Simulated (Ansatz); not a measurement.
# CH7BFNOSn: inversion of the pyramid at N1, part 2 of 3

Wanted: the energy profile along the inversion of the pyramid at N1, from relaxed end points and a band of images. SMILES of the start: NC[O][SnH2][BH]F.

Ansatz 0.2.0; RKS PBE-D4/def2-SVP.

## (5) The log goes on: end point B relaxed

Output, continued:

```text
reference -13897.20620376 eV, -510.7129081234 hartree; 32, 32 occupied and 99, 99 virtual orbitals, 1472 factors
relax step  19: F+E_penalty+E_count = -13897.46379872 eV  Δ(F+E_penalty+E_count) = -9.648e-4 eV  max|allowed force component| = 2.398e-2 eV/Å  Δτ_max = 0.0393 Å  (31 SCF iters, accepted)
these checks for a lower state are left out or cut short: starts, cluster_reference, orbital_swaps, neighbouring_geometries, increment
1472 factors; their error is unknown
mean field -13897.20659021 eV, -510.7129223252 hartree, gradient 2.4e-5 eV, S^2 0.000000; 0 other end points of the search recorded, 0 dependent functions left out
the calculation of the forces begins
reference -13897.20663796 eV, -510.7129240802 hartree; 32, 32 occupied and 99, 99 virtual orbitals, 1472 factors
relax step  20: F+E_penalty+E_count = -13897.46415368 eV  Δ(F+E_penalty+E_count) = -3.550e-4 eV  max|allowed force component| = 4.716e-2 eV/Å  Δτ_max = 0.0521 Å  (30 SCF iters, accepted)
these checks for a lower state are left out or cut short: starts, cluster_reference, orbital_swaps, neighbouring_geometries, increment
1472 factors; their error is unknown
mean field evaluation 160: about -13897.2019 eV, gradient 1.3e-5 eV
mean field -13897.20185936 eV, -510.7127484696 hartree, gradient 1.3e-5 eV, S^2 0.000000; 0 other end points of the search recorded, 0 dependent functions left out
the calculation of the forces begins
reference -13897.20190715 eV, -510.7127502259 hartree; 32, 32 occupied and 99, 99 virtual orbitals, 1472 factors
relax step  21: F+E_penalty+E_count = -13897.45928753 eV  Δ(F+E_penalty+E_count) = +4.866e-3 eV  max|allowed force component| = 3.534e-1 eV/Å  Δτ_max = 0.1085 Å  (30 SCF iters, rejected (line search))
these checks for a lower state are left out or cut short: starts, cluster_reference, orbital_swaps, neighbouring_geometries, increment
1472 factors; their error is unknown
mean field -13897.20630391 eV, -510.7129118041 hartree, gradient 1.7e-5 eV, S^2 0.000000; 0 other end points of the search recorded, 0 dependent functions left out
the calculation of the forces begins
reference -13897.20635168 eV, -510.7129135594 hartree; 32, 32 occupied and 99, 99 virtual orbitals, 1472 factors
relax step  22: F+E_penalty+E_count = -13897.46391610 eV  Δ(F+E_penalty+E_count) = +2.376e-4 eV  max|allowed force component| = 6.325e-2 eV/Å  Δτ_max = 0.0174 Å  (31 SCF iters, rejected (line search))
these checks for a lower state are left out or cut short: starts, cluster_reference, orbital_swaps, neighbouring_geometries, increment
1472 factors; their error is unknown
mean field -13897.20677552 eV, -510.7129291352 hartree, gradient 1.5e-5 eV, S^2 0.000000; 0 other end points of the search recorded, 0 dependent functions left out
the calculation of the forces begins
reference -13897.20682328 eV, -510.7129308905 hartree; 32, 32 occupied and 99, 99 virtual orbitals, 1472 factors
relax step  23: F+E_penalty+E_count = -13897.46432467 eV  Δ(F+E_penalty+E_count) = -1.710e-4 eV  max|allowed force component| = 2.285e-2 eV/Å  Δτ_max = 0.0083 Å  (32 SCF iters, accepted)
these checks for a lower state are left out or cut short: starts, cluster_reference, orbital_swaps, neighbouring_geometries, increment
1472 factors; their error is unknown
mean field -13897.20680173 eV, -510.7129300985 hartree, gradient 2.2e-5 eV, S^2 0.000000; 0 other end points of the search recorded, 0 dependent functions left out
the calculation of the forces begins
reference -13897.20684950 eV, -510.7129318541 hartree; 32, 32 occupied and 99, 99 virtual orbitals, 1472 factors
relax step  24: F+E_penalty+E_count = -13897.46436620 eV  Δ(F+E_penalty+E_count) = -4.153e-5 eV  max|allowed force component| = 1.127e-2 eV/Å  Δτ_max = 0.0031 Å  (24 SCF iters, accepted)
these checks for a lower state are left out or cut short: starts, cluster_reference, orbital_swaps, neighbouring_geometries, increment
1472 factors; their error is unknown
mean field -13897.20699798 eV, -510.7129373107 hartree, gradient 2.0e-5 eV, S^2 0.000000; 0 other end points of the search recorded, 0 dependent functions left out
the calculation of the forces begins
reference -13897.20704580 eV, -510.7129390680 hartree; 32, 32 occupied and 99, 99 virtual orbitals, 1472 factors
relax step  25: F+E_penalty+E_count = -13897.46453770 eV  Δ(F+E_penalty+E_count) = -1.715e-4 eV  max|allowed force component| = 4.603e-2 eV/Å  Δτ_max = 0.0431 Å  (30 SCF iters, accepted)
these checks for a lower state are left out or cut short: starts, cluster_reference, orbital_swaps, neighbouring_geometries, increment
1472 factors; their error is unknown
mean field evaluation 192: about -13897.2071 eV, gradient 9.5e-5 eV
mean field -13897.20709973 eV, -510.7129410498 hartree, gradient 1.8e-5 eV, S^2 0.000000; 0 other end points of the search recorded, 0 dependent functions left out
the calculation of the forces begins
reference -13897.20714758 eV, -510.7129428081 hartree; 32, 32 occupied and 99, 99 virtual orbitals, 1472 factors
relax step  26: F+E_penalty+E_count = -13897.46462169 eV  Δ(F+E_penalty+E_count) = -8.400e-5 eV  max|allowed force component| = 1.681e-2 eV/Å  Δτ_max = 0.0215 Å  (31 SCF iters, accepted)
these checks for a lower state are left out or cut short: starts, cluster_reference, orbital_swaps, neighbouring_geometries, increment
1472 factors; their error is unknown
mean field -13897.20721117 eV, -510.7129451451 hartree, gradient 1.7e-5 eV, S^2 0.000000; 0 other end points of the search recorded, 0 dependent functions left out
the calculation of the forces begins
reference -13897.20725903 eV, -510.7129469038 hartree; 32, 32 occupied and 99, 99 virtual orbitals, 1472 factors
relax step  27: F+E_penalty+E_count = -13897.46468557 eV  Δ(F+E_penalty+E_count) = -6.388e-5 eV  max|allowed force component| = 1.614e-2 eV/Å  Δτ_max = 0.0203 Å  (31 SCF iters, accepted)
these checks for a lower state are left out or cut short: starts, cluster_reference, orbital_swaps, neighbouring_geometries, increment
1472 factors; their error is unknown
mean field -13897.20729681 eV, -510.7129482923 hartree, gradient 1.6e-5 eV, S^2 0.000000; 0 other end points of the search recorded, 0 dependent functions left out
the calculation of the forces begins
reference -13897.20734467 eV, -510.7129500511 hartree; 32, 32 occupied and 99, 99 virtual orbitals, 1472 factors
relax step  28: F+E_penalty+E_count = -13897.46472380 eV  Δ(F+E_penalty+E_count) = -3.823e-5 eV  max|allowed force component| = 1.426e-2 eV/Å  Δτ_max = 0.0125 Å  (32 SCF iters, accepted)
these checks for a lower state are left out or cut short: starts, cluster_reference, orbital_swaps, neighbouring_geometries, increment
1472 factors; their error is unknown
mean field -13897.20744784 eV, -510.7129538425 hartree, gradient 1.7e-5 eV, S^2 0.000000; 0 other end points of the search recorded, 0 dependent functions left out
the calculation of the forces begins
reference -13897.20749570 eV, -510.7129556013 hartree; 32, 32 occupied and 99, 99 virtual orbitals, 1472 factors
relax step  29: F+E_penalty+E_count = -13897.46475592 eV  Δ(F+E_penalty+E_count) = -3.212e-5 eV  max|allowed force component| = 1.110e-2 eV/Å  Δτ_max = 0.0194 Å  (31 SCF iters, accepted)
these checks for a lower state are left out or cut short: starts, cluster_reference, orbital_swaps, neighbouring_geometries, increment
1472 factors; their error is unknown
mean field -13897.20739082 eV, -510.7129517470 hartree, gradient 1.6e-5 eV, S^2 0.000000; 0 other end points of the search recorded, 0 dependent functions left out
the calculation of the forces begins
reference -13897.20743868 eV, -510.7129535061 hartree; 32, 32 occupied and 99, 99 virtual orbitals, 1472 factors
relax step  30: F+E_penalty+E_count = -13897.46461014 eV  Δ(F+E_penalty+E_count) = +1.458e-4 eV  max|allowed force component| = 3.739e-2 eV/Å  Δτ_max = 0.0198 Å  (31 SCF iters, rejected (line search))
these checks for a lower state are left out or cut short: starts, cluster_reference, orbital_swaps, neighbouring_geometries, increment
1472 factors; their error is unknown
mean field evaluation 224: about -13897.2647 eV, gradient 3.4e-1 eV
mean field -13897.20748746 eV, -510.7129552985 hartree, gradient 1.8e-5 eV, S^2 0.000000; 0 other end points of the search recorded, 0 dependent functions left out
the calculation of the forces begins
reference -13897.20753532 eV, -510.7129570574 hartree; 32, 32 occupied and 99, 99 virtual orbitals, 1472 factors
relax step  31: F+E_penalty+E_count = -13897.46477310 eV  Δ(F+E_penalty+E_count) = -1.718e-5 eV  max|allowed force component| = 1.181e-2 eV/Å  Δτ_max = 0.0050 Å  (24 SCF iters, accepted)
1472 factors; their error is unknown
mean field -13897.20748746 eV, -510.7129552985 hartree, gradient 1.8e-5 eV, S^2 0.000000; 1 other end points of the search recorded, 0 dependent functions left out
the calculation of the forces begins
reference -13897.20753532 eV, -510.7129570574 hartree; 32, 32 occupied and 99, 99 virtual orbitals, 1472 factors
Total energy: -13897.46482096 eV, -510.7224121302 hartree
Atom 0 at     1.845828    -1.579540     1.196130 Å, force    -0.005558    -0.004305    -0.004562 eV/Å
Atom 1 at     0.614601    -1.020174     0.699434 Å, force     0.011810    -0.000890     0.003702 eV/Å
Atom 2 at     0.932444    -0.071179    -0.299376 Å, force    -0.000832    -0.000865     0.002746 eV/Å
Atom 3 at    -0.591914     0.677303    -1.409435 Å, force     0.001095    -0.004943    -0.003207 eV/Å
Atom 4 at    -2.038595     1.771224    -0.005957 Å, force     0.006401    -0.002309    -0.002471 eV/Å
Atom 5 at    -1.981014     1.489411     1.289681 Å, force    -0.000268    -0.001016     0.000771 eV/Å
Atom 6 at     1.729356    -1.979768     2.132237 Å, force     0.003138     0.001703     0.003227 eV/Å
Atom 7 at     2.207666    -2.311314     0.574179 Å, force     0.000298     0.003615     0.001771 eV/Å
Atom 8 at     0.090627    -0.550679     1.571255 Å, force    -0.001635     0.000360    -0.000365 eV/Å
Atom 9 at    -0.099591    -1.790573     0.280636 Å, force    -0.006304     0.000389    -0.003949 eV/Å
Atom 10 at    -1.317773    -0.656107    -2.264944 Å, force     0.000176     0.003738     0.001150 eV/Å
Atom 11 at     0.254016     1.689679    -2.523162 Å, force    -0.002601     0.000296     0.001253 eV/Å
Atom 12 at    -2.858550     2.608137    -0.356971 Å, force    -0.005719     0.004228    -0.000066 eV/Å
Dipole moment:    -0.463578    -0.153629     0.016158 e Å
```

It took 2 min on 2 threads of Arm Neoverse V1, shared host; peak memory 0.22 GiB.

Step by step, one in 2:

```csv
step,energy from step 1 (eV),largest force component (eV/Å)
1,0.0000,2.8937
3,-0.6033,2.0372
5,-0.7321,0.2860
7,-0.7538,0.2063
9x,-0.7566,0.1846
11,-0.7633,0.0981
13,-0.7655,0.2084
15x,-0.7606,0.6075
17,-0.7707,0.1661
19,-0.7723,0.0240
21x,-0.7678,0.3534
23,-0.7728,0.0228
25,-0.7730,0.0460
27,-0.7732,0.0161
29,-0.7733,0.0111
31,-0.7733,0.0118
```

Step 1 is the start. 6 steps were tried and not accepted (marked x).

After: Bond lengths: N1–C2 1.441 Å, C2–O3 1.414 Å, O3–Sn4 2.029 Å, Sn4–B5 2.293 Å, B5–F6 1.327 Å, N1–H7 1.025 Å, N1–H8 1.026 Å, C2–H9 1.120 Å, C2–H10 1.131 Å, Sn4–H11 1.743 Å, Sn4–H12 1.727 Å, B5–H13 1.223 Å. Angles (14 of 19 angles, heavy atoms first): N1–C2–O3 108.2°, C2–O3–Sn4 117.7°, O3–Sn4–B5 108.4°, Sn4–B5–F6 118.0°, N1–C2–H9 107.1°, N1–C2–H10 113.8°, O3–C2–H9 111.9°, O3–C2–H10 109.7°, C2–N1–H7 111.7°, C2–N1–H8 111.7°, O3–Sn4–H11 107.4°, O3–Sn4–H12 101.6°, B5–Sn4–H11 113.7°, B5–Sn4–H12 115.1°.

## (6) Nudged elastic band

crystal.atoms is end A as relaxed above, and neb.final_atoms is end B, turned to lie on A. With 7 inner images the band has 9 in all. The start path is listed, through a guess of the saddle.

input.yaml

```yaml
crystal:
  periodic: [false, false, false]
  atoms:
    - { symbol: "N", position_ang: [1.899433, -1.495077, 1.229787] }
    - { symbol: C, position_ang: [0.688206, -1.053185, 0.603838] }
    - { symbol: O, position_ang: [0.943804, -0.086271, -0.412545] }
    - { symbol: Sn, position_ang: [-0.618341, 0.724367, -1.429435] }
    - { symbol: B, position_ang: [-2.025498, 1.757225, 0.058927] }
    - { symbol: F, position_ang: [-1.905679, 1.460879, 1.347186] }
    - { symbol: H, position_ang: [2.392761, -0.684294, 1.627393] }
    - { symbol: H, position_ang: [2.528717, -1.886591, 0.515941] }
    - { symbol: H, position_ang: [0.021219, -0.633966, 1.397928] }
    - { symbol: H, position_ang: [0.172385, -1.951818, 0.180166] }
    - { symbol: H, position_ang: [-1.380499, -0.55546, -2.332723] }
    - { symbol: H, position_ang: [0.184965, 1.792553, -2.52434] }
    - { symbol: H, position_ang: [-2.880973, 2.576839, -0.247423] }
basis:
  gaussian: { orbitals: def2-SVP }
hamiltonian:
  xc: pbe
  dispersion: d4
neb:
  order_check: false
  images: 7
  f_tol: 0.03
  max_iterations: 60
  final_atoms:
    - { symbol: "N", position_ang: [2.11871501, -1.25685094, 1.03621688] }
    - { symbol: C, position_ang: [0.8177225, -0.81373756, 0.60426064] }
    - { symbol: O, position_ang: [0.99541285, 0.13652014, -0.42756955] }
    - { symbol: Sn, position_ang: [-0.64871491, 0.73004073, -1.45747285] }
    - { symbol: B, position_ang: [-2.09956573, 1.72915016, 0.01089761] }
    - { symbol: F, position_ang: [-1.94338589, 1.48154523, 1.30539042] }
    - { symbol: H, position_ang: [2.09103819, -1.64488449, 1.98421923] }
    - { symbol: H, position_ang: [2.50488478, -1.96910708, 0.40629063] }
    - { symbol: H, position_ang: [0.30703131, -0.37091407, 1.49765195] }
    - { symbol: H, position_ang: [0.14860243, -1.65030464, 0.24175487] }
    - { symbol: H, position_ang: [-1.30682572, -0.67794085, -2.24565253] }
    - { symbol: H, position_ang: [0.04222612, 1.78523204, -2.6364819] }
    - { symbol: H, position_ang: [-3.00664094, 2.48645233, -0.30480539] }
  initial_path:
    images:
      - { positions_ang: [[1.899433, -1.495077, 1.229787], [0.688206, -1.053185, 0.603838], [0.943804, -0.086271, -0.412545], [-0.618341, 0.724367, -1.429435], [-2.025498, 1.757225, 0.058927], [-1.905679, 1.460879, 1.347186], [2.392761, -0.684294, 1.627393], [2.528717, -1.886591, 0.515941], [0.021219, -0.633966, 1.397928], [0.172385, -1.951818, 0.180166], [-1.380499, -0.55546, -2.332723], [0.184965, 1.792553, -2.52434], [-2.880973, 2.576839, -0.247423]] }
      - { positions_ang: [[1.93449394, -1.46433534, 1.20700505], [0.71000425, -1.02122977, 0.55888923], [0.96587293, -0.02475094, -0.41852998], [-0.60225766, 0.71261513, -1.41060347], [-2.00250308, 1.75954691, 0.05446376], [-2.02445327, 1.38568682, 1.32993294], [2.31405176, -0.73054568, 1.74153628], [2.53581389, -1.92730286, 0.52358431], [0.02022873, -0.62927126, 1.35321787], [0.23089657, -1.91051365, 0.0998479], [-1.40100167, -0.61109611, -2.21819661], [0.07896451, 1.76754409, -2.56974255], [-2.73961089, 2.65885366, -0.23670473]] }
      - { positions_ang: [[1.96955488, -1.43359368, 1.18422309], [0.73180251, -0.98927454, 0.51394046], [0.98794185, 0.03676913, -0.42451497], [-0.58617432, 0.70086326, -1.39177194], [-1.97950816, 1.76186883, 0.05000053], [-2.14322754, 1.31049464, 1.31267989], [2.23534252, -0.77679736, 1.85567956], [2.54291077, -1.96801472, 0.53122762], [0.01923846, -0.62457653, 1.30850775], [0.28940814, -1.86920929, 0.0195298], [-1.42150434, -0.66673222, -2.10367022], [-0.02703597, 1.74253518, -2.6151451], [-2.59824878, 2.74086831, -0.22598647]] }
      - { positions_ang: [[2.00461582, -1.40285202, 1.16144114], [0.75360076, -0.95731931, 0.46899169], [1.01001078, 0.09828919, -0.43049995], [-0.57009099, 0.68911139, -1.37294042], [-1.95651324, 1.76419074, 0.04553729], [-2.26200181, 1.23530246, 1.29542683], [2.15663328, -0.82304904, 1.96982284], [2.55000766, -2.00872658, 0.53887094], [0.01824819, -0.61988179, 1.26379762], [0.34791971, -1.82790494, -0.06078831], [-1.44200701, -0.72236833, -1.98914383], [-0.13303646, 1.71752627, -2.66054765], [-2.45688667, 2.82288297, -0.2152682]] }
      - { positions_ang: [[2.03967676, -1.37211035, 1.13865919], [0.77539901, -0.92536408, 0.42404292], [1.0320797, 0.15980925, -0.43648493], [-0.55400765, 0.67735952, -1.35410889], [-1.93351832, 1.76651265, 0.04107406], [-2.38077608, 1.16011028, 1.27817378], [2.07792404, -0.86930073, 2.08396612], [2.55710454, -2.04943845, 0.54651425], [0.01725792, -0.61518706, 1.2190875], [0.40643128, -1.78660059, -0.14110641], [-1.46250968, -0.77800445, -1.87461744], [-0.23903694, 1.69251736, -2.7059502], [-2.31552457, 2.90489762, -0.20454994]] }
      - { positions_ang: [[2.05943632, -1.3432955, 1.11304861], [0.78597988, -0.89745745, 0.46909735], [1.02291299, 0.15398698, -0.43425609], [-0.57768446, 0.69052982, -1.37994988], [-1.97503018, 1.75717203, 0.03352995], [-2.27142853, 1.24046902, 1.28497794], [2.08120258, -1.06319667, 2.0590294], [2.5440496, -2.0293556, 0.51145834], [0.08970127, -0.55411881, 1.28872861], [0.34197406, -1.7525266, -0.04539109], [-1.42358869, -0.75298855, -1.96737621], [-0.16872118, 1.71569603, -2.68858313], [-2.48830366, 2.8002863, -0.2296138]] }
      - { positions_ang: [[2.07919588, -1.31448065, 1.08743803], [0.79656076, -0.86955082, 0.51415178], [1.01374628, 0.1481647, -0.43202724], [-0.60136128, 0.70370013, -1.40579087], [-2.01654203, 1.74783141, 0.02598583], [-2.16208099, 1.32082776, 1.2917821], [2.08448111, -1.25709261, 2.03409267], [2.53099466, -2.00927276, 0.47640244], [0.16214462, -0.49305057, 1.35836972], [0.27751685, -1.71845261, 0.05032423], [-1.3846677, -0.72797265, -2.06013499], [-0.09840541, 1.7388747, -2.67121605], [-2.66108275, 2.69567498, -0.25467766]] }
      - { positions_ang: [[2.09895544, -1.2856658, 1.06182746], [0.80714163, -0.84164419, 0.55920621], [1.00457956, 0.14234242, -0.4297984], [-0.6250381, 0.71687043, -1.43163186], [-2.05805388, 1.73849079, 0.01844172], [-2.05273344, 1.40118649, 1.29858626], [2.08775965, -1.45098855, 2.00915595], [2.51793972, -1.98918992, 0.44134654], [0.23458796, -0.43198232, 1.42801083], [0.21305964, -1.68437863, 0.14603955], [-1.34574671, -0.70295675, -2.15289376], [-0.02808964, 1.76205337, -2.65384898], [-2.83386185, 2.59106366, -0.27974153]] }
      - { positions_ang: [[2.11871501, -1.25685094, 1.03621688], [0.8177225, -0.81373756, 0.60426064], [0.99541285, 0.13652014, -0.42756955], [-0.64871491, 0.73004073, -1.45747285], [-2.09956573, 1.72915016, 0.01089761], [-1.94338589, 1.48154523, 1.30539042], [2.09103819, -1.64488449, 1.98421923], [2.50488478, -1.96910708, 0.40629063], [0.30703131, -0.37091407, 1.49765195], [0.14860243, -1.65030464, 0.24175487], [-1.30682572, -0.67794085, -2.24565253], [0.04222612, 1.78523204, -2.6364819], [-3.00664094, 2.48645233, -0.30480539]] }
```

Launch:

```sh
$ ansatz run input.yaml --threads 2 --pin off --max-ram 3072MiB --backend cpu --events-out ev --progress --plain --runs-dir out
```

What it wrote (excerpt; [...] marks lines left out):

```text
Warning: RAYON_NUM_THREADS=2 ignored (pool sized by the plan → 2); use --threads N
[...]
[... 1 set-up line as earlier in the session ...]
[...]
1472 factors; their error is unknown
[...]
mean field -13897.46208730 eV, -510.7223116702 hartree, gradient 4.4e-5 eV, S^2 0.000000; 0 other end points of the search recorded, 0 dependent functions left out
[...]
reference -13897.46213449 eV, -510.7223134042 hartree; 32, 32 occupied and 99, 99 virtual orbitals, 1472 factors
1472 factors; their error is unknown
[...]
1472 factors; their error is unknown
mean field -13896.05840937 eV, -510.6707274575 hartree, gradient 4.5e-5 eV, S^2 0.000000; 0 other end points of the search recorded, 0 dependent functions left out
[...]
reference -13896.05845616 eV, -510.6707291773 hartree; 32, 32 occupied and 99, 99 virtual orbitals, 1472 factors
1472 factors; their error is unknown
[...]
mean field -13896.57446124 eV, -510.6896920142 hartree, gradient 2.0e-5 eV, S^2 0.000000; 0 other end points of the search recorded, 0 dependent functions left out
```

## (7) The output, continued: band between the two ends

The log, continued (excerpt; [...] marks lines left out):

```text
[...]
reference -13896.57450764 eV, -510.6896937193 hartree; 32, 32 occupied and 99, 99 virtual orbitals, 1472 factors
1472 factors; their error is unknown
mean field -13896.78239813 eV, -510.6973335537 hartree, gradient 3.1e-5 eV, S^2 0.000000; 0 other end points of the search recorded, 0 dependent functions left out
[...]
reference -13896.78244483 eV, -510.6973352699 hartree; 32, 32 occupied and 99, 99 virtual orbitals, 1472 factors
[...]
Atom 9 at     0.286103    -1.840616     0.076680 Å, force    -0.000129    -0.000223     0.000465 eV/Å
Atom 10 at    -1.428398    -0.592002    -2.296223 Å, force    -0.000366     0.000342     0.000029 eV/Å
Atom 11 at     0.005418     1.823982    -2.633111 Å, force     0.000394    -0.000064    -0.000017 eV/Å
Atom 12 at    -2.885670     2.608280    -0.197951 Å, force    -0.001657    -0.001751    -0.000497 eV/Å
Dipole moment:    -0.275820    -0.133349     0.229270 e Å
this run last wrote the band of iteration 31 to <dir>
```

Wall time 11 min (2 threads of Arm Neoverse V1, shared host); peak memory 0.18 GiB.

[end of part 2 of 3]
